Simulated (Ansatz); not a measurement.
# C₂H₂Se: ionisation energy by level of theory

Aim: the vertical ionisation energy of C₂H₂Se, as cation minus neutral at the neutral's geometry, on several levels, and how well −ε(HOMO) stands in for it.

The runs use Ansatz 0.2.0, Gaussian basis; unrestricted cation, the program's frozen cores in correlated methods.

Levels to be run: UKS PBE-D4/def2-TZVPP; UKS r2SCAN-D4/def2-TZVPP; UKS PBE0-D4/def2-TZVPP; UKS B3LYP-D4/def2-TZVPP; UKS wB97X-V/def2-TZVPP; UKS wB97M-V/def2-TZVPP; UKS B2PLYP/def2-TZVPP; UHF-CCSD(T)/def2-TZVPP; UHF-MP2/def2-QZVPP; extrapolation to the limit; then −ε(HOMO) from the neutral's earlier runs with LDA (SPW92), PBE-D4, revPBE-D4, BLYP-D4, r2SCAN-D4, B97M-V, PBE0-D4, B3LYP-D4, r2SCANh-D4, r2SCAN0-D4, HSE06-D4, BHLYP-D4, CAM-B3LYP-D4, LC-ωPBE, ωB97X-V, ωB97M-V.

## 1. The geometry

An earlier PBE0-D4 in a triple-zeta def2 set relaxation fixed the geometry.

SMILES `C1=C[Se]1`, 5 atoms, charge 0, spin multiplicity 1.

Atoms are counted from 1 here; the program's logs count them from 0.

Bond lengths: C1–C2 1.271 Å, C1–Se3 1.981 Å, C1–H4 1.075 Å, C2–Se3 1.981 Å, C2–H5 1.075 Å. Angles: C2–C1–Se3 71.3°, C2–C1–H4 150.9°, Se3–C1–H4 137.8°, C1–C2–Se3 71.3°, C1–C2–H5 150.9°, Se3–C2–H5 137.8°, C1–Se3–C2 37.4°.

Geometry (Å):

```xyz
5
charge 0, multiplicity 1
C    -0.5043   -0.2855   -0.3143
C     0.3716    0.5108    0.1483
Se    0.7950   -1.3248    0.7606
H    -1.3917   -0.4740   -0.8913
H     0.7794    1.4999    0.2554
```

## 2. Cation, UKS PBE-D4/def2-TZVPP

Input file in.yaml:

```yaml
crystal:
  periodic: [false, false, false]
  atoms:
    - {symbol: C, position_ang: [-0.504252, -0.285482, -0.314334]}
    - {symbol: C, position_ang: [0.371553, 0.510789, 0.148279]}
    - {symbol: Se, position_ang: [0.794951, -1.324835, 0.760649]}
    - {symbol: H, position_ang: [-1.391705, -0.474040, -0.891343]}
    - {symbol: H, position_ang: [0.779353, 1.499866, 0.255449]}
basis:
  gaussian: {orbitals: def2-TZVPP}
total_charge: 1
magnetization: {spin_polarized: true, initial_magnetization: 1}
hamiltonian: {xc: pbe, dispersion: d4}
```

Run with:

```
ansatz run in.yaml --threads 2 --pin off --events-out ev --progress --plain --max-ram 4352MiB
```

After this run come: Cation, UKS r2SCAN-D4/def2-TZVPP; Cation, UKS PBE0-D4/def2-TZVPP; Cation, UKS B3LYP-D4/def2-TZVPP; Cation, UKS wB97X-V/def2-TZVPP; Cation, UKS wB97M-V/def2-TZVPP; Cation, UKS B2PLYP (frozen core)/def2-TZVPP; Cation, UHF-CCSD(T)/def2-TZVPP; Cation, UHF-MP2/def2-QZVPP.

Before running them: what should the planned runs give, taken together? Wanted: ionisation energy, CCSD(T)/CBS; nearest functional by difference; nearest −ε(HOMO); −ε(HOMO) of PBE; T1 of the cation.

The runs gave:

| quantity | value |
| --- | --- |
| ionisation energy, CCSD(T)/CBS | 8.15 eV |
| nearest functional by difference | B3LYP-D4 (-0.18 eV) |
| nearest −ε(HOMO) | LC-ωPBE (+0.08 eV) |
| −ε(HOMO) of PBE | 4.45 eV |
| T1 of the cation | 0.014 |

**Reading.** Energy differences with functionals land within 0.30 eV of the reference. The PBE orbital energy is 3.7 eV too small: a semilocal HOMO is no ionisation energy. Among orbital estimates LC-ωPBE comes nearest. Hartree-Fock falls 1.25 eV short, as the neutral has more correlation energy than the cation. Correlated methods include outer-core shells of Se, which these sets cover unevenly. With outer-core shells in play the reference is unsure by up to some tenths of an eV, so close misses can't be ranked.
